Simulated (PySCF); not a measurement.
# ICl: from the state search to spectroscopic constants

The task here is to estimate one member of a computed series from the others.

The runs use PySCF 2.14.0; I x2c-SVPall, Cl x2c-SVPall, spin-free X2C with a Gaussian nucleus.

Set-up of the first run:

A driver script around PySCF takes these settings:

```
atoms                         : I, Cl
charge                        : 0
basis                         : I x2c-SVPall, Cl x2c-SVPall
Hamiltonian                   : spin-free X2C with a Gaussian nucleus
basis functions               : 54
electrons treated             : 70
masses in u                   : 126.9045, 34.9689
levels                        : PBE0, PBE, r²SCAN, M06-2X, PW91, r²SCANh, LC-ωPBE, HF, MP2, SCS-MP2, CCSD, CCSD(T)
grid                          : 80 radial by 434 angular points
occupations                   : held fixed by the projection of orbital angular momentum
dissociation limit            : I + Cl, each in its ground configuration
starting distance in angstrom : 2.280
values of 2S to try           : 0, 2
```

Started as:

```
$ OMP_NUM_THREADS=1 python dia.py task.json out
```

Among the steps run: The job; The PBE0 curve of the state that the search chose; Higher solutions at PBE0; PBE (GGA); r²SCAN (meta-GGA); M06-2X (hybrid meta-GGA); PW91; r²SCANh (hybrid meta-GGA); LC-ωPBE (range-separated hybrid); RHF; Adding correlation.

One table of the session follows, with a row left open; its other results are not shown here.

It belongs to the step «The curves together». Energy (eV) from each level's lowest point:

```
R (Å)    RHF  RHF-MP2  RHF-SCS-MP2  RHF-CCSD  RHF-CCSD(T)
2.033  1.408    1.444        1.496       n/a          n/a
2.128  0.616    0.648        0.686     0.701        0.724
2.222      ?        ?            ?         ?            ?
2.293  0.041    0.054        0.066     0.071        0.081
2.364  0.000    0.000        0.000     0.000        0.003
2.435  0.040    0.023        0.012     0.006        0.000
2.530  0.185    0.140        0.114     0.098        0.079
2.648  0.464    0.375        0.330     0.300        0.259
2.789  0.881    0.724        0.658     0.604        0.530
2.979  1.492    1.221        1.124       n/a          n/a
```

**Question.** Estimate the row for R (Å) = 2.222.

Worked estimate for «RHF». A straight line through the neighbours (2.128, 0.616) and (2.293, 0.041) gives 0.616 + (0.041 − 0.616) × (2.222 − 2.128) / (2.293 − 2.128) = 0.288; a parabola fitted to 4 rows on both sides gives 0.175.

As computed: RHF: 0.190; RHF-MP2: 0.213; RHF-SCS-MP2: 0.236; RHF-CCSD: 0.246; RHF-CCSD(T): 0.261. In «RHF» the line misses by +0.098 and the parabola by -0.015.
